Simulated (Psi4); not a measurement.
# doublet CH3InS+ at 3 levels

Aim: a comparison of 3 runs (UHF/def2-SVP, UMP2/def2-SVP, UCCSD/def2-SVP) of doublet CH3InS+. 

Program for the calculation: Psi4 1.11.

### Step 1. Starting point

CH3InS+ has 6 atoms, charge +1, and is taken as a doublet. SMILES of the parent species: `[CH2]1[S][InH]1`. Geometry: a GFN2-xTB relaxation, a rough one for these elements and not checked as a minimum. That shape belongs to the parent species and isn't relaxed for this state.

Bond lengths: C1–In3 2.170 Å, S2–In3 2.365 Å, C1–H4 1.085 Å, C1–H5 1.085 Å, In3–H6 1.756 Å. Angles: C1–In3–S2 52.0°, C1–In3–H6 157.0°, S2–In3–H6 151.0°, In3–C1–H4 122.7°, In3–C1–H5 122.8°, H4–C1–H5 112.6°. A long bond or contact: C1–S2 1.995 Å.

### Step 2. Energy and gradient at UHF/def2-SVP (core potential) (run 1)

File input.dat:

```
memory 1600 MB

molecule system {
  1 2
  C
  S 1 1.995259
  In 1 2.169609 2 69.06451
  H 1 1.084715 2 107.91398 3 -118.98072
  H 1 1.08507 4 112.61869 2 119.11678
  H 3 1.755786 1 156.98013 4 -82.01598
  units angstrom
  symmetry c1
  no_reorient
  no_com
}

set basis def2-SVP
set reference uhf
set puream true
set e_convergence 1e-09
set d_convergence 1e-08
set scf_type pk
set maxiter 200

energy_value, wavefunction = gradient('hf', return_wfn=True)
oeprop(wavefunction, 'MULLIKEN_CHARGES', 'LOWDIN_CHARGES', 'QUADRUPOLE', title='HF')
```

Run with:

```console
$ psi4 -i input.dat -o output.dat -n 1
```

output.dat:

```text
[...]
    !!!  WARNING: ECP capability is in beta. Please check occupations closely.  !!!
[...]
  Running in c1 symmetry.
[...]
  Nuclear repulsion =  161.321085613443842
[...]
  Multiplicity = 2
[...]
  Nalpha       = 23
  Nbeta        = 22
[...]
    Number of basis functions: 73
[...]
   @UHF iter   1:  -625.81256219095565   -1.26637e+00   3.08059e-03 DIIS/ADIIS
[...]
   @UHF iter  23:  -625.86386837933617   -1.06866e-11   8.91000e-09 DIIS
[...]
   @S^2 Observed:                8.039152467E-01
[...]
  @UHF Final Energy:  -625.86386837933617
   => Energetics <=
    Nuclear Repulsion Energy =            161.3210856134438416
    One-Electron Energy =               -1247.8893216230403596
    Two-Electron Energy =                 460.7043676302603785
    Total Energy =                       -625.8638683793362816
  UHF NO Occupations:
  HONO-2 :   21  A 1.9970089
  HONO-1 :   22  A 1.9789043
[...]
  -Total Gradient:
     Atom            X                  Y                   Z
    ------   -----------------  -----------------  -----------------
       1       -0.000103777073     0.061786553550    -0.052875678883
       2       -0.000014211861     0.009459981524     0.038159474438
       3       -0.000166722362    -0.070071641740    -0.004750722574
       4        0.004263716915    -0.010606883610     0.009177078966
       5       -0.004082788627    -0.010754637244     0.009022727654
       6        0.000103783008     0.020186627513     0.001267120393
[...]
 Multipole Moments:
 ------------------------------------------------------------------------------------
     Multipole            Electronic (a.u.)      Nuclear  (a.u.)        Total (a.u.)
 ------------------------------------------------------------------------------------
 L = 1.  Multiply by 2.5417464519 to convert [e a0] to [Debye]
 Dipole X            :         -0.0075505            0.0057639           -0.0017867
 Dipole Y            :         40.8803288          -40.8512425            0.0290863
 Dipole Z            :         -9.9710882            9.0702426           -0.9008456
 Magnitude           :                                                    0.9013169
 L = 2.  Multiply by 1.3450342976 to convert [e a0^2] to [Debye ang]
 Quadrupole XX       :        -33.6946323            5.8196891          -27.8749432
 Quadrupole XY       :         -0.0495457            0.0427702           -0.0067755
[...]
```

Wall time 7.2 s (1 thread of AMD EPYC 7R43 (Zen 3), shared host); peak memory 0.24 GiB.

### Step 3. A single-point energy at UMP2/def2-SVP (core potential) (run 2)

File ch3ins.xyz:

```xyz
6
CH3InS
C     -0.146440    -0.792200    -0.461070
S     -1.384720     0.754500    -0.696530
In     0.479770     0.893910     0.752230
H      0.295080    -1.016060    -1.426240
H     -0.719260    -1.622620    -0.061500
H      1.475580     1.782470     1.893110
```

File run.py:

```python
import numpy as np
from ase.calculators.psi4 import Psi4
from ase.io import read

a = read('ch3ins.xyz')
calc = Psi4(atoms=a, method='mp2', basis='def2-SVP', memory='1600MB', num_threads=1, charge=1, multiplicity=2, label='calc', reference='uhf')
calc.psi4.set_options({'puream': True, 'e_convergence': 1e-09, 'd_convergence': 1e-08, 'scf_type': 'pk', 'num_frozen_docc': 10, 'mp2_type': 'conv', 'maxiter': 200})
a.calc = calc

print(f'energy: {a.get_potential_energy():.6f} eV')
```

Run with:

```console
$ python run.py
```

calc.dat:

```text
[...]
    !!!  WARNING: ECP capability is in beta. Please check occupations closely.  !!!
[...]
  Running in c1 symmetry.
[...]
  Nuclear repulsion =  161.321083501999084
[...]
  Multiplicity = 2
[...]
  Nalpha       = 23
  Nbeta        = 22
[...]
    Number of basis functions: 73
[...]
   @UHF iter   1:  -625.81176993213523   -1.25559e+00   3.09849e-03 ADIIS/DIIS
[...]
   @UHF iter  25:  -625.86386835537996   -4.20641e-12   6.79762e-09 DIIS
[...]
   @S^2 Observed:                8.039153885E-01
[...]
    Orbital Energies [Eh]
    ---------------------
    Alpha Occupied:
       1A    -92.145020     2A    -11.519106     3A     -9.178258
       4A     -6.873989     5A     -6.860454     6A     -6.860003
       7A     -5.650360     8A     -3.907559     9A     -3.907441
      10A     -3.902108    11A     -1.312574    12A     -1.298720
      13A     -1.293017    14A     -1.292524    15A     -1.287743
      16A     -1.209375    17A     -1.054797    18A     -0.820154
      19A     -0.800801    20A     -0.692443    21A     -0.640478
      22A     -0.607057    23A     -0.576333
    Alpha Virtual:
      24A     -0.154896    25A     -0.130910    26A     -0.110542
[...]
  @UHF Final Energy:  -625.86386835537996
   => Energetics <=
    Nuclear Repulsion Energy =            161.3210835019990839
    One-Electron Energy =               -1247.8893177029906383
    Two-Electron Energy =                 460.7043658456115622
    Total Energy =                       -625.8638683553799638
  UHF NO Occupations:
  HONO-2 :   21  A 1.9970089
  HONO-1 :   22  A 1.9789043
[...]
 Multipole Moments:
 ------------------------------------------------------------------------------------
     Multipole            Electronic (a.u.)      Nuclear  (a.u.)        Total (a.u.)
 ------------------------------------------------------------------------------------
 L = 1.  Multiply by 2.5417464519 to convert [e a0] to [Debye]
 Dipole X            :         28.5317971          -27.9558258            0.5759714
 Dipole Y            :         14.1650848          -14.8472353           -0.6821505
 Dipole Z            :         27.4938313          -27.3701421            0.1236892
 Magnitude           :                                                    0.9013165
[...]
	SCS-MP2 Total Energy (a.u.)        :  -626.18641336567453
	SOS-MP2 Total Energy (a.u.)        :  -626.18472064873254
	SCSN-MP2 Total Energy (a.u.)       :  -626.00312129382587
[...]
	SOS-PI-MP2 Total Energy (a.u.)     :  -626.20940159437509
[...]
	MP2 Total Energy (a.u.)            :  -626.18979879955839
[...]
```

Standard output:

```text
energy: -17039.492340 eV
```

Run time: 5.4 s. Hardware: 1 thread of AMD EPYC 7R43 (Zen 3), shared host; peak memory 0.32 GiB.

### Step 4. A single-point energy at UCCSD/def2-SVP (core potential) (run 3)

File run.py:

```python
import psi4

psi4.set_memory('1600 MB')
psi4.set_num_threads(1)
psi4.core.set_output_file('output.dat', False)

m = psi4.geometry("""
1 2
C     -0.146440    -0.792200    -0.461070
S     -1.384720     0.754500    -0.696530
In     0.479770     0.893910     0.752230
H      0.295080    -1.016060    -1.426240
H     -0.719260    -1.622620    -0.061500
H      1.475580     1.782470     1.893110
symmetry c1
""")

options = {'reference': 'uhf', 'puream': True, 'e_convergence': 1e-09, 'd_convergence': 1e-08, 'scf_type': 'pk', 'num_frozen_docc': 10, 'maxiter': 200}
psi4.set_options(options)

E = psi4.energy('ccsd/def2-SVP')
print('E =', round(E, 9))
for k, v in sorted(psi4.core.scalar_variables().items()):
    print(f'{k:45s} {v:18.10f}')
```

Run with:

```console
$ python run.py
```

output.dat:

```text
[...]
    !!!  WARNING: ECP capability is in beta. Please check occupations closely.  !!!
[...]
  Running in c1 symmetry.
[...]
  Nuclear repulsion =  161.321083501999084
[...]
  Multiplicity = 2
[...]
  Nalpha       = 23
  Nbeta        = 22
[...]
    Number of basis functions: 73
[...]
   @UHF iter   1:  -625.81176993213489   -1.25559e+00   3.09849e-03 DIIS/ADIIS
[...]
   @UHF iter  25:  -625.86386835538053   -4.66116e-12   6.79762e-09 DIIS
[...]
   @S^2 Observed:                8.039153885E-01
[...]
    Orbital Energies [Eh]
    ---------------------
    Alpha Occupied:
       1A    -92.145020     2A    -11.519106     3A     -9.178258
       4A     -6.873989     5A     -6.860454     6A     -6.860003
       7A     -5.650360     8A     -3.907559     9A     -3.907441
      10A     -3.902108    11A     -1.312574    12A     -1.298720
      13A     -1.293017    14A     -1.292524    15A     -1.287743
      16A     -1.209375    17A     -1.054797    18A     -0.820154
      19A     -0.800801    20A     -0.692443    21A     -0.640478
      22A     -0.607057    23A     -0.576333
    Alpha Virtual:
      24A     -0.154896    25A     -0.130910    26A     -0.110542
[...]
  @UHF Final Energy:  -625.86386835538053
   => Energetics <=
    Nuclear Repulsion Energy =            161.3210835019990839
    One-Electron Energy =               -1247.8893177029904109
    Two-Electron Energy =                 460.7043658456108233
    Total Energy =                       -625.8638683553805322
  UHF NO Occupations:
  HONO-2 :   21  A 1.9970089
  HONO-1 :   22  A 1.9789043
[...]
 Multipole Moments:
 ------------------------------------------------------------------------------------
     Multipole            Electronic (a.u.)      Nuclear  (a.u.)        Total (a.u.)
 ------------------------------------------------------------------------------------
 L = 1.  Multiply by 2.5417464519 to convert [e a0] to [Debye]
 Dipole X            :         28.5317971          -27.9558258            0.5759714
 Dipole Y            :         14.1650848          -14.8472353           -0.6821505
 Dipole Z            :         27.4938313          -27.3701421            0.1236892
 Magnitude           :                                                    0.9013165
[...]
      * MP2 total energy                      = -626.189798799560663
[...]
      * CCSD total energy                     = -626.229177644734591
```

The script printed:

```text
E = -626.229177645
CC D1 DIAGNOSTIC                                    0.0000000000
CC D2 DIAGNOSTIC                                    0.0000000000
CC NEW D1 DIAGNOSTIC                                0.0000000000
CC T1 DIAGNOSTIC                                    0.0333385048
CCSD CORRELATION ENERGY                            -0.3653092894
CCSD DOUBLES ENERGY                                -0.3653092894
CCSD ITERATIONS                                    25.0000000000
CCSD OPPOSITE-SPIN CORRELATION ENERGY              -0.2897812735
CCSD SAME-SPIN CORRELATION ENERGY                  -0.0755280159
CCSD SINGLES ENERGY                                 0.0000000000
CCSD TOTAL ENERGY                                -626.2291776447
CURRENT CORRELATION ENERGY                         -0.3653092894
CURRENT ENERGY                                   -626.2291776447
CURRENT REFERENCE ENERGY                         -625.8638683554
DD SOLVATION ENERGY                                 0.0000000000
HF KINETIC ENERGY                                 509.9190886028
HF POTENTIAL ENERGY                             -1135.7829569582
HF TOTAL ENERGY                                  -625.8638683554
HF VIRIAL RATIO                                     2.2273787790
MP2 CORRELATION ENERGY                             -0.3259304442
MP2 DOUBLES ENERGY                                 -0.3259304442
MP2 OPPOSITE-SPIN CORRELATION ENERGY               -0.2468094564
MP2 SAME-SPIN CORRELATION ENERGY                   -0.0791209878
MP2 SINGLES ENERGY                                 -0.0000000000
MP2 TOTAL ENERGY                                 -626.1897987996
NUCLEAR REPULSION ENERGY                          161.3210835020
ONE-ELECTRON ENERGY                             -1247.8893177030
PCM POLARIZATION ENERGY                             0.0000000000
PE ENERGY                                           0.0000000000
SCF ITERATION ENERGY                             -625.8638683554
SCF ITERATIONS                                     25.0000000000
SCF TOTAL ENERGY                                 -625.8638683554
TWO-ELECTRON ENERGY                               460.7043658456
```

Wall time 45 s (1 thread of AMD EPYC 7R43 (Zen 3), shared host); peak memory 0.39 GiB.

### Step 5. All runs side by side

| run | level | task | frozen core orbitals | energy (Eh) | HOMO energy (eV) | LUMO energy (eV) | ⟨S²⟩ | wall time |
| --- | --- | --- | --- | --- | --- | --- | --- | --- |
| 1 | UHF/def2-SVP (core potential) | gradient | 0 | -625.863868 | -15.47 | -6.60 | 0.804 | 7.2 s |
| 2 | UMP2/def2-SVP (core potential) | energy | 10 | -626.189799 | -15.47 | -6.60 | 0.804 | 5.4 s |
| 3 | UCCSD/def2-SVP (core potential) | energy | 10 | -626.229178 | -15.47 | -6.60 | 0.804 | 45 s |

### Step 6. What came out

```
                                                         quantity          value
                                              run 3: total energy  -626.22918 Eh
run 3: HOMO energy (Hartree–Fock orbitals) (highest over α and β)      -15.47 eV
 run 3: LUMO energy (Hartree–Fock orbitals) (lowest over α and β)       -6.60 eV
              run 3: correlation energy (10 core orbitals frozen)     -365.3 mEh
                         run 3: ⟨S²⟩ of the reference determinant          0.804
                                             run 3: T1 diagnostic          0.033
```

In words: Below the UHF energy at the same shape and in the same basis (def2-SVP): UMP2 -325.9 mEh; UCCSD -365.3 mEh. All runs together took 57 s, the longest 45 s.
